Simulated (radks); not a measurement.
**Valence configurations of Bi⁺**

The task here is to estimate one member of a computed series from the others.

Program: radks (a radial shooting solver on a logarithmic mesh, Libxc functionals) version 1. Level of theory: scalar-relativistic Kohn-Sham, PBE, spin-polarised, spherical densities, finite nucleus; open shells are filled with parallel spins first. These are calculated values, not measurements, unless marked.

## What is computed

```
element            : bismuth (Z = 83)
charge             : +1
electrons          : 82
configuration      : [Hg] 6p2
nuclear rms radius : 5.5211 fm
others tried       : [Xe] 4f14 5d9 6s2 6p3; [Xe] 4f14 5d8 6s2 6p4; [Xe] 4f13.5 5d10 6s2 6p2.5; [Xe] 4f14 5d9.5 6s2 6p2.5; [Xe] 4f13 5d8 6s2 6p5; [Xe] 4f13.5 5d9.5 6s2 6p3; [Xe] 4f14 5d10 6p4; [Xe] 4f14 5d10 6s1.5 6p2.5; [Xe] 4f14 5d7 6s2 6p5
```

Outer shells as boxes (Hund's rule):

Bi⁺
```
[Hg] core
6p [↑ ][↑ ][  ]
```

Set-up of the first run:

Input:

```text
Z 83
configuration [Hg] 6p2
relativity scalar-relativistic
functional pbe,pbe
spin polarised
nucleus finite rms 5.5211 fm
c 137.035999084
```

Steps of the session up to this table: [Hg] 6p2.

One table of the session follows, with a row left open; its other results are not shown here.

It belongs to the step «[Hg] 6p2». Radial moments (bohr):

| level | <r> | outermost maximum (interpolated) | 90 % within | nodes |
| --- | --- | --- | --- | --- |
| 5p up | 0.9483 | 0.860 | 1.37 | 3 |
| 5p down | ? | ? | ? | ? |
| 5d up | 1.236 | 1.03 | 1.86 | 2 |
| 5d down | 1.226 | 1.03 | 1.84 | 2 |
| 6s up | 2.132 | 1.87 | 3.09 | 5 |
| 6s down | 2.113 | 1.84 | 3.07 | 5 |
| 6p up | 2.782 | 2.37 | 4.10 | 4 |
| 6p down | 2.799 | 2.36 | 4.15 | 4 |

**Question.** Estimate the row for 5p down.

The run gave: <r>: 0.9478; outermost maximum (interpolated): 0.860; 90 % within: 1.36; nodes: 3. In the column «<r>» it is the lowest.
